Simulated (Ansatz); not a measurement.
# BrClF₂Hf: an energy map over bond length Hf2–Br5 and angle Br5–Hf2–Cl4

A grid of calculations on BrClF2Hf, SMILES [F][Hf]([F])([Cl])[Br], to see where the energy is lowest and how it rises around there.

The runs use Ansatz 0.2.0; RKS CAM-B3LYP-D4/def2-SVP.

## (1) Where the work starts

SMILES `[F][Hf]([F])([Cl])[Br]`, 5 atoms, charge 0, spin multiplicity 1.

Atoms are counted from 1 here; the program's logs count them from 0.

Bond lengths: F1–Hf2 1.904 Å, Hf2–F3 1.906 Å, Hf2–Cl4 2.349 Å, Hf2–Br5 2.499 Å. Angles: F1–Hf2–F3 108.1°, F1–Hf2–Cl4 109.6°, F1–Hf2–Br5 109.3°, F3–Hf2–Cl4 109.8°, F3–Hf2–Br5 109.6°, Cl4–Hf2–Br5 110.5°.

Coordinates:

```
F     0.2911   -0.6395    1.8350
Hf    0.0699   -0.1004    0.0219
F     1.4381   -0.9292   -1.0135
Cl   -2.0385   -0.7885   -0.7514
Br    0.2892    2.3839   -0.1335
```

This geometry comes from a loose relaxation at PBE in a small basis, which is not shown.

## (2) The minimum at this level

Input file input.yaml:

```yaml
crystal:
  periodic: [false, false, false]
  atoms:
    - { symbol: F, position_ang: [0.2911, -0.63952, 1.83501] }
    - { symbol: Hf, position_ang: [0.069873, -0.100363, 0.021908] }
    - { symbol: F, position_ang: [1.43813, -0.929183, -1.013488] }
    - { symbol: Cl, position_ang: [-2.038483, -0.788544, -0.751366] }
    - { symbol: Br, position_ang: [0.28918, 2.383908, -0.133464] }
basis:
  gaussian: { orbitals: def2-SVP }
hamiltonian:
  xc: { name: CAM-B3LYP }
  dispersion: d4
output:
  forces: true
relax:
  f_tol: 0.003
  max_steps: 120
```

Launch:

```bash
$ ansatz run input.yaml --threads 1 --pin off --max-ram 2560MiB --backend cpu --events-out ev --progress --plain --runs-dir out
```

The log of the run, shortened:

```text
Warning: RAYON_NUM_THREADS=1 ignored (pool sized by the plan → 1); use --threads N
[...]
Functional definition: CAM-B3LYP
[...]
1117 factors; integrals over basis functions are off by at most 3.0e-4 eV
317 factors; integrals over basis functions are off by at most 6.5e-6 eV
[...]
mean field -89303.15098274 eV, -3281.8302667660 hartree, gradient 5.1e-5 eV, S^2 0.000000; 0 other end points of the search recorded, 0 dependent functions left out
[...]
reference -89303.15113007 eV, -3281.8302721803 hartree; 41, 41 occupied and 69, 69 virtual orbitals, 1117 factors
relax step   1: F+E_penalty+E_count = -89303.27296358 eV  Δ(F+E_penalty+E_count) = +0.000e0 eV  max|allowed force component| = 3.682e-1 eV/Å  Δτ_max = 0.0000 Å  (28 SCF iters, accepted)
[...]
relax step   4: F+E_penalty+E_count = -89303.27939470 eV  Δ(F+E_penalty+E_count) = -2.794e-5 eV  max|allowed force component| = 3.398e-3 eV/Å  Δτ_max = 0.0020 Å  (34 SCF iters, accepted)
[...]
relax step   5: F+E_penalty+E_count = -89303.27939696 eV  Δ(F+E_penalty+E_count) = -2.253e-6 eV  max|allowed force component| = 2.807e-4 eV/Å  Δτ_max = 0.0007 Å  (23 SCF iters, accepted)
1117 factors; integrals over basis functions are off by at most 3.0e-4 eV
317 factors; integrals over basis functions are off by at most 6.5e-6 eV
mean field -89303.15689226 eV, -3281.8304839369 hartree, gradient 7.9e-5 eV, S^2 0.000000; 1 other end points of the search recorded, 0 dependent functions left out
[...]
reference -89303.15703924 eV, -3281.8304893382 hartree; 41, 41 occupied and 69, 69 virtual orbitals, 1117 factors
Total energy: -89303.27954394 eV, -3281.8349913027 hartree
Atom 0 at     0.288247    -0.637918     1.823100 Å, force    -0.000020    -0.000089     0.000073 eV/Å
Atom 1 at     0.067750    -0.097433     0.023162 Å, force     0.000116     0.000281    -0.000057 eV/Å
Atom 2 at     1.424416    -0.921273    -1.007022 Å, force    -0.000018    -0.000099    -0.000013 eV/Å
Atom 3 at    -2.028192    -0.796298    -0.748201 Å, force    -0.000069    -0.000096    -0.000017 eV/Å
Atom 4 at     0.297578     2.379221    -0.132439 Å, force    -0.000009     0.000004     0.000014 eV/Å
Dipole moment:    -0.002193     0.010203    -0.001953 e Å
```

Wall time 55 s (1 thread of Arm Neoverse V1, shared host); peak memory 0.33 GiB.

Along the way:

```csv
step,energy from step 1 (eV),largest force component (eV/Å)
1,0.0000,0.3682
2,-0.0049,0.1753
3,-0.0064,0.0155
4,-0.0064,0.0034
5,-0.0064,0.0003
```

Close pairs (by a distance rule), those that changed most:

```csv
bond,before (Å),after (Å),change (Å)
Hf2–F3,1.906,1.892,-0.013
F1–Hf2,1.904,1.892,-0.012
Hf2–Cl4,2.349,2.340,-0.009
Hf2–Br5,2.499,2.492,-0.007
```

## (3) Plan of the scan

First coordinate, bond length Hf2–Br5: 9 values from 2.193 to 3.115 Å. Second coordinate, angle Br5–Hf2–Cl4: 9 values from 76.0 to 146.0 °.

Nothing else is relaxed (all other coordinates rigid). Energies count from the relaxed molecule at the same level. Points are written as (first, second).

Below, 3 of the grid's runs; all are launched alike.

## (4) Point (2.769 Å, 137.3°)

Input file input.yaml:

```yaml
crystal:
  periodic: [false, false, false]
  atoms:
    - { symbol: F, position_ang: [0.288247, -0.637918, 1.8231] }
    - { symbol: Hf, position_ang: [0.06775, -0.097433, 0.023162] }
    - { symbol: F, position_ang: [1.424416, -0.921273, -1.007022] }
    - { symbol: Cl, position_ang: [-2.028192, -0.796298, -0.748201] }
    - { symbol: Br, position_ang: [1.429391, 2.293989, 0.330395] }
basis:
  gaussian: { orbitals: def2-SVP }
hamiltonian:
  xc: { name: CAM-B3LYP }
  dispersion: d4
output:
  forces: true
```

Launch:

```bash
$ ansatz run input.yaml --threads 1 --pin off --max-ram 2560MiB --backend cpu --events-out ev --progress --plain --runs-dir out
```

The log of the run, shortened:

```text
Warning: RAYON_NUM_THREADS=1 ignored (pool sized by the plan → 1); use --threads N
[...]
[... 1 set-up line as earlier in the session ...]
[...]
1037 factors; integrals over basis functions are off by at most 7.1e-4 eV
262 factors; integrals over basis functions are off by at most 1.7e-5 eV
[...]
mean field -89302.46112158 eV, -3281.8049148358 hartree, gradient 3.4e-5 eV, S^2 0.000000; 0 other end points of the search recorded, 0 dependent functions left out
[...]
reference -89302.46126755 eV, -3281.8049202000 hartree; 41, 41 occupied and 69, 69 virtual orbitals, 1037 factors
Total energy: -89302.57554739 eV, -3281.8091199068 hartree
Atom 0 at     0.288247    -0.637918     1.823100 Å, force    -0.257893    -0.190634    -0.476570 eV/Å
Atom 1 at     0.067750    -0.097433     0.023162 Å, force     2.393025     1.761208     0.784439 eV/Å
Atom 2 at     1.424416    -0.921273    -1.007022 Å, force    -0.526775    -0.123579     0.193019 eV/Å
Atom 3 at    -2.028192    -0.796298    -0.748201 Å, force    -0.137165     0.193498    -0.074485 eV/Å
Atom 4 at     1.429391     2.293989     0.330395 Å, force    -1.471192    -1.640492    -0.426403 eV/Å
Dipole moment:    -0.442261    -0.188786    -0.158681 e Å
```

Run time: 8.7 s. Hardware: 1 thread of Arm Neoverse V1, shared host; peak memory 0.29 GiB.

Energy on the map's scale: 68 kJ/mol.

## (5) Grid point (3.000 Å, 111.0°)

Changes to input.yaml since step 4:

```diff
@@ -7,3 +7,3 @@
     - { symbol: Cl, position_ang: [-2.028192, -0.796298, -0.748201] }
-    - { symbol: Br, position_ang: [1.429391, 2.293989, 0.330395] }
+    - { symbol: Br, position_ang: [0.343137, 2.88399, -0.164667] }
 basis:
```

Launch:

```bash
$ ansatz run input.yaml --threads 1 --pin off --max-ram 2560MiB --backend cpu --events-out ev --progress --plain --runs-dir out
```

The log of the run, shortened:

```text
Warning: RAYON_NUM_THREADS=1 ignored (pool sized by the plan → 1); use --threads N
[...]
[... 1 set-up line as earlier in the session ...]
[...]
1040 factors; integrals over basis functions are off by at most 5.5e-4 eV
262 factors; integrals over basis functions are off by at most 1.5e-5 eV
[...]
mean field -89302.15209344 eV, -3281.7935582612 hartree, gradient 3.9e-5 eV, S^2 0.000000; 0 other end points of the search recorded, 0 dependent functions left out
[...]
reference -89302.15224344 eV, -3281.7935637737 hartree; 41, 41 occupied and 69, 69 virtual orbitals, 1040 factors
Total energy: -89302.26347846 eV, -3281.7976515851 hartree
Atom 0 at     0.288247    -0.637918     1.823100 Å, force    -0.057216     0.043568    -0.383109 eV/Å
Atom 1 at     0.067750    -0.097433     0.023162 Å, force     0.313514     2.731826    -0.147378 eV/Å
Atom 2 at     1.424416    -0.921273    -1.007022 Å, force    -0.301158     0.104411     0.224379 eV/Å
Atom 3 at    -2.028192    -0.796298    -0.748201 Å, force     0.316964     0.047204     0.122444 eV/Å
Atom 4 at     0.343137     2.883990    -0.164667 Å, force    -0.272104    -2.927009     0.183664 eV/Å
Dipole moment:    -0.086328    -0.520869     0.017424 e Å
```

Run time: 8.4 s. Hardware: 1 thread of Arm Neoverse V1, shared host; peak memory 0.28 GiB.

That is 98 kJ/mol from the zero.

## (6) Point (2.539 Å, 111.0°)

Changes to input.yaml since step 5:

```diff
@@ -7,3 +7,3 @@
     - { symbol: Cl, position_ang: [-2.028192, -0.796298, -0.748201] }
-    - { symbol: Br, position_ang: [0.343137, 2.88399, -0.164667] }
+    - { symbol: Br, position_ang: [0.300819, 2.425844, -0.135804] }
 basis:
```

Launch:

```bash
$ ansatz run input.yaml --threads 1 --pin off --max-ram 2560MiB --backend cpu --events-out ev --progress --plain --runs-dir out
```

The log of the run, shortened:

```text
Warning: RAYON_NUM_THREADS=1 ignored (pool sized by the plan → 1); use --threads N
[...]
[... 1 set-up line as earlier in the session ...]
[...]
1037 factors; integrals over basis functions are off by at most 7.8e-4 eV
262 factors; integrals over basis functions are off by at most 1.7e-5 eV
[...]
mean field -89303.14332618 eV, -3281.8299853925 hartree, gradient 8.2e-5 eV, S^2 0.000000; 0 other end points of the search recorded, 0 dependent functions left out
[...]
reference -89303.14347342 eV, -3281.8299908033 hartree; 41, 41 occupied and 69, 69 virtual orbitals, 1037 factors
Total energy: -89303.26494938 eV, -3281.8344549626 hartree
Atom 0 at     0.288247    -0.637918     1.823100 Å, force    -0.006895     0.000087    -0.044249 eV/Å
Atom 1 at     0.067750    -0.097433     0.023162 Å, force     0.061989     0.592887    -0.034283 eV/Å
Atom 2 at     1.424416    -0.921273    -1.007022 Å, force    -0.035350     0.007204     0.026505 eV/Å
Atom 3 at    -2.028192    -0.796298    -0.748201 Å, force     0.035571     0.000641     0.014154 eV/Å
Atom 4 at     0.300819     2.425844    -0.135804 Å, force    -0.055315    -0.600819     0.037872 eV/Å
Dipole moment:    -0.010490    -0.041186    -0.000140 e Å
```

It took 8.3 s on 1 thread of Arm Neoverse V1, shared host; peak memory 0.29 GiB.

Energy on the map's scale: 1.4 kJ/mol.

## (7) The map

81 points were computed. Energies in kJ/mol, from the relaxed molecule at the same level:

```tsv
angle Br5–Hf2–Cl4 (°) ↓, bond length Hf2–Br5 (Å) →	2.193	2.308	2.424	2.539	2.654	2.769	2.885	3.000	3.115
146.0	169	102	71	64	73	92	117	145	175
137.3	134	69	40	36	47	68	95	125	156
128.5	110	47	20	17	29	51	79	110	142
119.8	96	34	7	5	18	41	70	101	134
111.0	92	29	3	1	15	37	66	98	131
102.3	97	34	8	5	18	41	69	101	134
93.5	114	50	22	19	30	52	80	111	143
84.8	149	82	51	45	54	74	99	129	159
76.0	216	143	106	94	98	113	134	160	187
```

The largest force on an atom (eV/Å) at each point:

| angle Br5–Hf2–Cl4 (°) ↓, bond length Hf2–Br5 (Å) → | 2.193 | 2.308 | 2.424 | 2.539 | 2.654 | 2.769 | 2.885 | 3.000 | 3.115 |
| --- | --- | --- | --- | --- | --- | --- | --- | --- | --- |
| 146.0 | 8.3 | 4.4 | 1.8 | 2.4 | 3.1 | 3.5 | 3.7 | 3.8 | 3.7 |
| 137.3 | 8.0 | 4.1 | 1.5 | 1.9 | 2.6 | 3.1 | 3.3 | 3.4 | 3.3 |
| 128.5 | 7.8 | 3.9 | 1.3 | 1.3 | 2.1 | 2.7 | 3.0 | 3.1 | 3.0 |
| 119.8 | 7.7 | 3.8 | 1.1 | 0.9 | 1.8 | 2.4 | 2.7 | 2.9 | 3.0 |
| 111.0 | 7.8 | 3.7 | 1.1 | 0.6 | 1.7 | 2.4 | 2.8 | 2.9 | 3.0 |
| 102.3 | 7.8 | 3.8 | 1.2 | 0.8 | 1.7 | 2.3 | 2.7 | 2.9 | 3.0 |
| 93.5 | 7.9 | 4.0 | 1.4 | 1.1 | 1.9 | 2.5 | 2.8 | 2.9 | 2.9 |
| 84.8 | 8.3 | 4.4 | 1.9 | 1.5 | 2.3 | 2.8 | 3.0 | 3.1 | 3.1 |
| 76.0 | 9.1 | 5.3 | 2.9 | 1.9 | 2.6 | 3.1 | 3.3 | 3.4 | 3.3 |

## (8) Outcome

```
                       quantity                                                                         value
                   lowest point                                                 (2.539 Å, 111.0°), 1.4 kJ/mol
         highest computed point                                 (2.193 Å, 76.0°), 215 kJ/mol above the lowest
largest force on an atom (eV/Å)  0.6 at (2.539 Å, 111.0°) to 9.1 at (2.193 Å, 76.0°); 0.6 at the lowest point
        time for the whole task                                               13 min on 1 thread, shared host
```

In words: The lowest computed point is at (2.539 Å, 111.0°), 1.4 kJ/mol from the relaxed molecule at the same level. The grid is coarse, so the lowest point of the scanned range may lie between grid points; coordinates that were held can hide deeper minima. The grid shows no other well, apart from its symmetry copies. The highest computed point, (2.193 Å, 76.0°), lies 215 kJ/mol above the lowest. Round the minimum the two coordinates are nearly uncoupled.
